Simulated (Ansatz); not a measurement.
# TiSiH3+ (quintet): the correlation ladder at a displaced geometry (v1), def2-SVP

One table from this session's results is given with a row withheld; the runs are named, their logs left out.

Computed with Ansatz 0.2.0, Gaussian basis. Level: def2-SVP, core rule «outside noble gas», up to 14 orbitals frozen.

To be run: UHF; CCSD(T) on ROHF; CCSD(T) on UHF; CISD as a restricted active space (open shells left free, so some higher excitations enter); CCSDT(Q) on ROHF; CCSDT(Q) on UHF.

16 further runs of the same task are left out: 6 that didn't finish, 10 set aside as unsound or not needed. Runs told in other sessions of the task aren't counted.

## The geometry

The geometry is a PBE0/def2-TZVP stationary point (not a proven minimum) with its atoms shifted at random (size 0.040 Å).

5 atoms, charge 1, spin multiplicity 5.

Atoms are counted from 1 here; the program's logs count them from 0.

Bond lengths: Ti1–Si2 2.624 Å, Ti1–H4 2.078 Å, Ti1–H5 2.128 Å, Si2–H3 1.462 Å, Si2–H4 1.523 Å, Si2–H5 1.480 Å. Angles: Si2–Ti1–H4 35.5°, Si2–Ti1–H5 34.3°, H4–Ti1–H5 68.6°, Ti1–Si2–H3 115.3°, Ti1–Si2–H4 52.3°, Ti1–Si2–H5 54.2°, H3–Si2–H4 111.1°, H3–Si2–H5 113.2°, H4–Si2–H5 104.3°, Ti1–H4–Si2 92.2°, Ti1–H5–Si2 91.5°.

Set-up of the first run:

Input file in.yaml:

```yaml
crystal:
  periodic: [false, false, false]
  atoms:
    - {symbol: Ti, position_ang: [-0.029491, 0.005485, 1.018078]}
    - {symbol: Si, position_ang: [0.076567, -0.010658, -1.603260]}
    - {symbol: H, position_ang: [-1.217590, 0.048652, -2.280250]}
    - {symbol: H, position_ang: [0.263510, 1.179232, -0.671544]}
    - {symbol: H, position_ang: [0.221127, -1.191376, -0.723034]}
basis:
  gaussian: {orbitals: def2-SVP}
total_charge: 1
magnetization: {spin_polarized: true, initial_magnetization: 4}
hamiltonian: {xc: hf}
output: {orbitals: {seedname: orbitals}}
```

Launch:

```sh
> ansatz run in.yaml --threads 1 --pin off --events-out ev --progress --plain --max-ram 2393MiB
```

Among the steps run: UHF; CCSD(T) on ROHF; CCSD(T) on UHF; CISD as a restricted active space (open shells left free, so some higher excitations enter); CCSDT(Q) on ROHF; CCSDT(Q) on UHF.

One table of the session follows, with a row left open; its other results are not shown here.

| method | from RCCSDT(Q) (meV) |
| --- | --- |
| ROHF | +4326.2 |
| UHF | +4204.0 |
| RMP2 | +1203.6 |
| UMP2 | +1017.8 |
| CISD | +506.9 |
| RCCSD | +168.1 |
| UCCSD | +96.4 |
| RCCSD(T) | +57.5 |
| UCCSD(T) | -0.1 |
| RCCSDT | +5.6 |
| UCCSDT | ? |
| RCCSDT(Q) | 0 |
| UCCSDT(Q) | -35.2 |

Estimate the missing values for UCCSDT.

The run gave: from RCCSDT(Q) (meV): -32.1. In the column «from RCCSDT(Q) (meV)» it lies between UCCSDT(Q) (-35.2) and UCCSD(T) (-0.1).

To keep in mind: Warnings: coupled cluster took another determinant than the lowest; large T1 diagnostic. Restricted and unrestricted rows rest on different reference determinants; a gap between their highest levels can come from leftover correlation error, from unlike frozen cores or from another state.
